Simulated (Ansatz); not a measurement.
# Li: the cost of one run

Program: Ansatz 0.2.0. Level of theory: DFT r2SCAN, plane waves, PAW, scalar-relativistic, no spin polarisation. These are calculated values, not measurements.

### 1 Starting point

The cell holds 16 atoms (Li16): a = 7.313 Å, b = 7.313 Å, c = 7.313 Å, α = 90.00°, β = 90.00°, γ = 90.00°.

Coordinates:

```xyz
16
Lattice="7.3129 0.0000 0.0000 0.0000 7.3129 0.0000 0.0000 0.0000 7.3129" Properties=species:S:1:pos:R:3 pbc="T T T"
Li    0.0000    0.0000    0.0000
Li    3.6564    0.0000    0.0000
Li    0.0000    3.6564    0.0000
Li    0.0000    0.0000    3.6564
Li    1.8282    1.8282    1.8282
Li    3.6564    3.6564    0.0000
Li    3.6564    0.0000    3.6564
Li    5.4847    1.8282    1.8282
Li    0.0000    3.6564    3.6564
Li    1.8282    5.4847    1.8282
Li    1.8282    1.8282    5.4847
Li    3.6564    3.6564    3.6564
Li    5.4847    5.4847    1.8282
Li    5.4847    1.8282    5.4847
Li    1.8282    5.4847    5.4847
Li    5.4847    5.4847    5.4847
```

### 2 Run 1

40 steps of 1 fs under a Langevin thermostat at 1800 K.

input.yaml reads:

```yaml
crystal:
  lattice:
    - [7.312873, 0.0, 0.0]
    - [0.0, 7.312873, 0.0]
    - [0.0, 0.0, 7.312873]
  atoms:
    - { symbol: Li, position: [0.0, 0.0, 0.0] }
    - { symbol: Li, position: [0.5, 0.0, 0.0] }
    - { symbol: Li, position: [0.0, 0.5, 0.0] }
    - { symbol: Li, position: [0.0, 0.0, 0.5] }
    - { symbol: Li, position: [0.25, 0.25, 0.25] }
    - { symbol: Li, position: [0.5, 0.5, 0.0] }
    - { symbol: Li, position: [0.5, 0.0, 0.5] }
    - { symbol: Li, position: [0.75, 0.25, 0.25] }
    - { symbol: Li, position: [0.0, 0.5, 0.5] }
    - { symbol: Li, position: [0.25, 0.75, 0.25] }
    - { symbol: Li, position: [0.25, 0.25, 0.75] }
    - { symbol: Li, position: [0.5, 0.5, 0.5] }
    - { symbol: Li, position: [0.75, 0.75, 0.25] }
    - { symbol: Li, position: [0.75, 0.25, 0.75] }
    - { symbol: Li, position: [0.25, 0.75, 0.75] }
    - { symbol: Li, position: [0.75, 0.75, 0.75] }
basis:
  ecutwfc: 500.0
kpoints:
  mp_grid: { grid: [2, 2, 2] }
hamiltonian:
  xc: r2scan
scf:
  occupations: { method: fermi_dirac, width: 0.16 }
  lower_state_search: "off"
md:
  timestep: 1
  n_steps: 40
  ensemble: nvt_langevin
  temperature: 1800.0
  initial_velocities: maxwell_boltzmann
  seed: 56259
  friction: 0.02
```

On the command line:

```sh
$ ansatz run input.yaml --threads 1 --pin off --max-ram 3072MiB --backend cpu --events-out ev --progress --plain --runs-dir out
```

What time and memory should one allow on 1 thread of Intel Xeon Platinum 8488C (Sapphire Rapids), shared host?

About 12 min, with a peak of 0.84 GiB.
